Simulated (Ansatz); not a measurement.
**C2H3BF2O: up Jacob's ladder to CCSD(T)**

An exercise on one series of results from a longer session: the logs are not shown, and one member is left open.

Computed with Ansatz 0.2.0, Gaussian basis. Level: functionals in def2-TZVPP, the program's frozen cores in correlated methods.

The runs, in order: PBE-D4, r2SCAN-D4, PBE0-D4, B3LYP-D4, ωB97X-V, ωB97M-V, B2PLYP; CCSD(T)/def2-TZVPP; MP2/def2-QZVPP; extrapolation to the limit.

## The relaxed structure

An earlier PBE0-D4 in a triple-zeta def2 set relaxation fixed the geometry.

SMILES `O=CC(F)BF`, 9 atoms, charge 0, spin multiplicity 1.

Atoms are counted from 1 here; the program's logs count them from 0.

Bond lengths: O1–C2 1.195 Å, C2–C3 1.514 Å, C2–H7 1.111 Å, C3–F4 1.384 Å, C3–B5 1.583 Å, C3–H8 1.100 Å, B5–F6 1.312 Å, B5–H9 1.195 Å. Angles: O1–C2–C3 124.0°, O1–C2–H7 123.0°, C3–C2–H7 113.0°, C2–C3–F4 108.8°, C2–C3–B5 112.8°, C2–C3–H8 106.8°, F4–C3–B5 111.1°, F4–C3–H8 108.6°, B5–C3–H8 108.5°, C3–B5–F6 118.4°, C3–B5–H9 122.0°, F6–B5–H9 119.7°.

The first run:

in.yaml reads:

```yaml
crystal:
  periodic: [false, false, false]
  atoms:
    - {symbol: O, position_ang: [1.559137, 0.682903, 1.223517]}
    - {symbol: C, position_ang: [1.185903, -0.225949, 0.542443]}
    - {symbol: C, position_ang: [0.134506, -0.097946, -0.539641]}
    - {symbol: F, position_ang: [0.051614, -1.296381, -1.226235]}
    - {symbol: B, position_ang: [-1.279273, 0.334251, 0.027366]}
    - {symbol: F, position_ang: [-1.389050, 1.511041, 0.597597]}
    - {symbol: H, position_ang: [1.577759, -1.260141, 0.646524]}
    - {symbol: H, position_ang: [0.485620, 0.680768, -1.232812]}
    - {symbol: H, position_ang: [-2.237817, -0.374846, -0.055759]}
basis:
  gaussian: {orbitals: def2-TZVPP}
hamiltonian: {xc: pbe, dispersion: d4}
output: {forces: true, orbitals: {seedname: orbitals}}
```

On the command line:

```
$ ansatz run in.yaml --threads 4 --pin off --events-out ev --progress --plain --max-ram 10444MiB
```

Steps of the session up to this table: PBE-D4 (GGA); r2SCAN-D4 (meta-GGA); PBE0-D4 (hybrid); B3LYP-D4 (hybrid); ωB97X-V (range-separated); ωB97M-V (range-separated); B2PLYP (double hybrid); CCSD(T) in def2-TZVPP; MP2 in def2-QZVPP.

One table of the session follows, with a row left open; its other results are not shown here.

| method | atomisation energy (eV) |
| --- | --- |
| PBE-D4 | 41.069 |
| r2SCAN-D4 | 39.830 |
| PBE0-D4 | 39.772 |
| B3LYP-D4 | 39.516 |
| ωB97X-V | 39.606 |
| ωB97M-V | 39.700 |
| B2PLYP | 39.241 |
| HF/def2-TZVPP | 28.396 |
| MP2/def2-TZVPP | 39.827 |
| CCSD/def2-TZVPP | ? |
| CCSD(T)/def2-TZVPP | 38.374 |
| MP2/CBS | 40.831 |
| CCSD(T)/CBS | 39.379 |

**Question.** Estimate the row for CCSD/def2-TZVPP.

As computed: atomisation energy (eV): 37.631. In the column «atomisation energy (eV)» it lies between HF/def2-TZVPP (28.396) and CCSD(T)/def2-TZVPP (38.374).

Caveats from the session: Free atoms (1 O, 2 C, 2 F, 1 B, 3 H) were run apart at each level; the atomisation energy is their sum less the molecule, without zero-point or spin-orbit terms.
